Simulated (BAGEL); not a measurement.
# SiH2ClO2 (SMILES O[Si](O)Cl): UHF/6-31G(d) (density fitting with qzvpp-jkfit, spherical functions)

What is the vertical electron affinity of SiH2ClO2 at UHF/6-31G* (density fitting with qzvpp-jkfit, spherical functions)? 

The results are computed with BAGEL 1.2.2.

3 further runs of the same task are left out: 3 set aside as unsound or not needed.

### Step 1. The molecule

SiH2ClO2: 6 atoms, total charge 0, spin state doublet. SMILES: `O[Si](O)Cl`. The coordinates come from a PBE0-D4/def2-TZVP relaxation. This is one conformer, not always the lowest.

Bond lengths: O1–Si2 1.632 Å, Si2–O3 1.632 Å, Si2–Cl4 2.078 Å, O1–H5 0.959 Å, O3–H6 0.959 Å. Angles: O1–Si2–O3 103.6°, O1–Si2–Cl4 111.0°, O3–Si2–Cl4 111.0°, Si2–O1–H5 117.0°, Si2–O3–H6 117.1°.

### Step 2. A single-point energy at UHF/6-31G(d) (density fitting with qzvpp-jkfit, spherical functions)

Input file hf.json:

```json
{ "bagel" : [

{
  "title" : "molecule",
  "basis" : "6-31gs.json",
  "df_basis" : "qzvpp-jkfit",
  "angstrom" : true,
  "geometry" : [
    { "atom" : "O", "xyz" : [      -0.320700,       1.391300,      -0.390800 ] },
    { "atom" : "Si", "xyz" : [       0.131800,      -0.176800,      -0.408200 ] },
    { "atom" : "O", "xyz" : [       1.197500,      -0.281000,       0.823600 ] },
    { "atom" : "Cl", "xyz" : [      -1.498500,      -1.425000,      -0.089600 ] },
    { "atom" : "H", "xyz" : [      -1.028800,       1.647400,      -0.984600 ] },
    { "atom" : "H", "xyz" : [       1.518800,      -1.155900,       1.049500 ] }
  ]
},

{ "title" : "uhf", "nopen" : 1 },

{ "title" : "print", "file" : "orbitals.molden", "orbitals" : true }

]}
```

The basis set 6-31G* is read from a file made from the Basis Set Exchange's data (not shown).

On the command line:

```console
$ BAGEL_NUM_THREADS=1 BAGEL hf.json > hf.out
```

The log of the run:

```text
* using 1 threads per process

  ===============================================================
  ===============================================================

  *** Geometry ***

  { "atom" : "O", "xyz" : [     -0.606035,      2.629176,     -0.738505 ] },
  { "atom" : "Si", "xyz" : [      0.249066,     -0.334104,     -0.771386 ] },
  { "atom" : "O", "xyz" : [      2.262947,     -0.531013,      1.556378 ] },
  { "atom" : "Cl", "xyz" : [     -2.831755,     -2.692860,     -0.169319 ] },
  { "atom" : "H", "xyz" : [     -1.944150,      3.113135,     -1.860624 ] },
  { "atom" : "H", "xyz" : [      2.870116,     -2.184334,      1.983268 ] },

  Number of auxiliary basis functions:      446

  Since a DF basis is specified, we compute 2- and 3-index integrals:
    o Being stored without compression. Storage requirement is 0.016 GB

  Number of basis functions:       68
  Number of electrons      :       49

    * METHOD: MOLECULE                             0.16

  *** Open-shell HF ***

  === Nuclear Repulsion ===
   216.9503985784

      * DIIS with orbital gradients will be used.

  === UHF iteration (6-31gs.json) ===
      0       -899.08179687          0.05473919           0.10
      1       -899.25756144          0.03718354           0.10
      2       -899.32765118          0.02444884           0.10
      3       -899.37742990          0.00110663           0.10
      4       -899.37809185          0.00038628           0.10
      5       -899.37818085          0.00012041           0.10
      6       -899.37819887          0.00003411           0.10
      7       -899.37820185          0.00001089           0.10
      8       -899.37820236          0.00000458           0.10
      9       -899.37820247          0.00000141           0.10
     10       -899.37820248          0.00000043           0.10
     11       -899.37820248          0.00000019           0.10
     12       -899.37820248          0.00000009           0.10
     13       -899.37820248          0.00000004           0.09
     14       -899.37820248          0.00000002           0.09
     15       -899.37820248          0.00000001           0.09
    * SCF iteration converged.

    * S^2 (UHF) is 0.7542

    * Permanent dipole moment:
           (   -0.243634,     0.253465,     0.652570) a.u.

    * METHOD: UHF                                  1.66

    * METHOD: PRINT                                0.01

  ===============================================================
```

It took 2 s on 1 thread of Arm Neoverse V2, shared host; peak memory 0.093 GiB.

### Step 3. The singlet anion, same level

Input file job.json:

```json
{ "bagel" : [

{
  "title" : "molecule",
  "basis" : "6-31gs.json",
  "df_basis" : "qzvpp-jkfit",
  "angstrom" : true,
  "geometry" : [
    { "atom" : "O", "xyz" : [      -0.320700,       1.391300,      -0.390800 ] },
    { "atom" : "Si", "xyz" : [       0.131800,      -0.176800,      -0.408200 ] },
    { "atom" : "O", "xyz" : [       1.197500,      -0.281000,       0.823600 ] },
    { "atom" : "Cl", "xyz" : [      -1.498500,      -1.425000,      -0.089600 ] },
    { "atom" : "H", "xyz" : [      -1.028800,       1.647400,      -0.984600 ] },
    { "atom" : "H", "xyz" : [       1.518800,      -1.155900,       1.049500 ] }
  ]
},

{ "title" : "hf", "charge" : -1 },

{ "title" : "print", "file" : "orbitals.molden", "orbitals" : true }

]}
```

The basis set 6-31G* is read from a file made from the Basis Set Exchange's data (not shown).

On the command line:

```console
$ BAGEL_NUM_THREADS=1 BAGEL job.json > job.out
```

The log of the run:

```text
* using 1 threads per process

  ===============================================================
  ===============================================================

  *** Geometry ***

  { "atom" : "O", "xyz" : [     -0.606035,      2.629176,     -0.738505 ] },
  { "atom" : "Si", "xyz" : [      0.249066,     -0.334104,     -0.771386 ] },
  { "atom" : "O", "xyz" : [      2.262947,     -0.531013,      1.556378 ] },
  { "atom" : "Cl", "xyz" : [     -2.831755,     -2.692860,     -0.169319 ] },
  { "atom" : "H", "xyz" : [     -1.944150,      3.113135,     -1.860624 ] },
  { "atom" : "H", "xyz" : [      2.870116,     -2.184334,      1.983268 ] },

  Number of auxiliary basis functions:      446

  Since a DF basis is specified, we compute 2- and 3-index integrals:
    o Being stored without compression. Storage requirement is 0.016 GB

  Number of basis functions:       68
  Number of electrons      :       49

    * METHOD: MOLECULE                             0.16

  *** RHF ***

  === Nuclear Repulsion ===
   216.9503985784

      * DIIS with orbital gradients will be used.

  === RHF iteration (6-31gs.json) ===
      0       -899.03967717          0.02839673           0.05
      1       -899.23556167          0.01884288           0.05
      2       -899.35720613          0.00148646           0.05
      3       -899.35957842          0.00037675           0.05
      4       -899.35984539          0.00014326           0.04
      5       -899.35989987          0.00003639           0.05
      6       -899.35990307          0.00000951           0.05
      7       -899.35990322          0.00000304           0.05
      8       -899.35990323          0.00000106           0.05
      9       -899.35990323          0.00000041           0.05
     10       -899.35990323          0.00000012           0.05
     11       -899.35990323          0.00000004           0.05
     12       -899.35990323          0.00000002           0.05
     13       -899.35990323          0.00000000           0.05
    * SCF iteration converged.

    * Permanent dipole moment:
           (    0.594946,    -0.011276,    -0.759350) a.u.

    * METHOD: HF                                   0.79

    * METHOD: PRINT                                0.01

  ===============================================================
```

Wall time 1.1 s (1 thread of Arm Neoverse V2, shared host); peak memory 0.093 GiB.

### Step 4. What came out

Level: UHF/6-31G* (density fitting with qzvpp-jkfit, spherical functions).

```
                                                            quantity          value
                                      doublet SiH2ClO2: total energy  -899.37820 Eh
                                     doublet SiH2ClO2: dipole moment         1.88 D
                                              doublet SiH2ClO2: ⟨S²⟩          0.754
                                         singlet anion: total energy  -899.35990 Eh
                                          singlet anion: HOMO energy       -0.47 eV
                                          singlet anion: LUMO energy       10.00 eV
singlet anion: HOMO–LUMO gap (to an unbound level, set by the basis)       10.47 eV
                   vertical electron affinity (to the singlet anion)      -0.498 eV
```

The anion lies 0.50 eV (48.0 kJ/mol) above the neutral: the electron isn't bound at this level, and such a value depends on the basis. Without diffuse functions anions come out too high. Hartree–Fock misses the correlation that binds many anions.
